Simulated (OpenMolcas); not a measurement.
# Ta⁴⁺ among point charges: CASSCF and CASPT2 levels, g values and susceptibility

Aim: the splitting of the states of Ta⁴⁺ in the field of 6 point charges, its lowest levels with spin-orbit coupling and its magnetic susceptibility.

Method: state-averaged CASSCF and CASPT2, spin-orbit coupling by RASSI with atomic mean-field integrals. Code: OpenMolcas 26.06.

**1. What is computed**

| Quantity | Value |
| --- | --- |
| Species | Ta⁴⁺ (tantalum, Z = 73, 69 electrons) |
| Basis | ANO-RCC-VTZP [8s7p5d3f2g1h], 104 functions |
| Scalar Hamiltonian | DKH2, point nucleus |
| Inactive shells | 1s 2s 2p 3s 3p 3d 4s 4p 4d 4f 5s 5p |
| Active space | 1 electron in 5 orbitals (5d) |
| Some configurations of this space | 5d |
| Orbitals | optimised for each spin and parity, averaged over all roots |

The outer shells:

5d
```
5d [↑ ][  ][  ][  ][  ]
```

The ion sits among 6 point charges of -0.85 e arranged as a tetragonal octahedron (D4h), 2.08 Å from the ion, with the axial distance 2.059 Å.

Each step is its own input file, run in one work folder so that later steps find the files of earlier ones. Only the result sections of each output are shown. Labels, J, g values, rates, χT and fits are worked out afterwards by a script from the matrices that RASSI stores. The input lists half of the charges; inversion (Group=XYZ) makes the rest.

**2. One- and two-electron integrals**

The input, a.inp:

```
&GATEWAY
Coord
1

Ta 0.0 0.0 0.0
Basis=ANO-RCC-VTZP
Group=XYZ
NoMove
AngMom=0.0 0.0 0.0
AMFI
XField
3 Angstrom 0
2.080000 0.000000 0.000000 -0.850000
0.000000 2.080000 0.000000 -0.850000
0.000000 0.000000 2.059200 -0.850000
&SEWARD
```

The run is started by

```console
$ OMP_NUM_THREADS=1 MOLCAS_MEM=1689 MOLCAS_PROJECT=a pymolcas a.inp > a.log
```

**3. Reference wave functions, doublets of even parity, 5 roots**

The input, a.inp:

```
&RASSCF
FileOrb=start.orb
Symmetry=1
Spin=2
nActEl=1 0 0
Inactive=15 19
Ras2=5 0
CIRoot=5 5 1
SDav=5
CIMx=300
Iter=120 100
PrWF=0.3
OrbListing=Nothing
MaxOrb=0
>>> COPY $Project.JobIph JOB001
```

start.orb holds the contracted functions of the basis, ordered by shell, or the orbitals of the step before.

**4. RASSI: spin-orbit coupling between the states**

The input, a.inp:

```
&RASSI
NrOfJobIphs=1 5
1 2 3 4 5
IphNames
JOB001
EJob
SpinOrbit
DIPRint=1.0
SOCoupling=1000.0
Subsets=2
Property=9
'ANGMOM' 1 'ANGMOM' 2 'ANGMOM' 3 'MLTPL  1' 1 'MLTPL  1' 2 'MLTPL  1' 3
'AMFI' 1 'AMFI' 2 'AMFI' 3
SOProperty=3
'ANGMOM' 1 'ANGMOM' 2 'ANGMOM' 3
```

**5. CASPT2: IPEA 0.25, imaginary shift 0.1 (closed shells correlated: 4f 5s 5p)**

The input, a.inp:

```
>>> COPY JOB001 $Project.JobIph
&CASPT2
Multistate=5 1 2 3 4 5
NoMult
Frozen=14 9
IPEA=0.25
Imaginary=0.1
MaxIter=60
WThr=0.0 0.3 0.05
PrWF=0.5
NoMix
```

(Steps that only read results are left out.)

Q: Predict the outcome of this session. Wanted: spin-free ground state; first state of the same spin; lowest level; next level.

**Answer**, as computed:

| quantity | value |
| --- | --- |
| method | SS-CASPT2, IPEA 0.25, imaginary shift 0.1 (closed shells correlated: 4f 5s 5p) |
| spin-free ground state | 2B2, 1-fold in its orbital part |
| first state of the same spin | 2E at 170 cm⁻¹ |
| lowest level | 2-fold E3/2, g = 0.32, 0.32, 1.86 |
| next level | 146.7 cm⁻¹ |
| χT at 300 K | 0.19 cm³ K/mol |
| effective moment at 300 K | 1.23 μB |

Cost by method:

```csv
method,time of its own steps,time with the reference
A. CASSCF,3.7 s,3.7 s
"B. SS-CASPT2, IPEA 0.25, imaginary shift 0.1, +4f 5s 5p",3.6 s,7.3 s
```

Times are of one thread on a shared host.

In words: The spin-free ground state (2B2) comes to 100 % from free-ion D terms and keeps the highest spin of the shell. χT at 300 K is 0.19, against 0.38 cm³ K/mol for the spin alone, so orbital moment lowers it. Point charges give too small a field for d ions at true ligand charges. This is an electrostatic model: the charges have no orbitals.
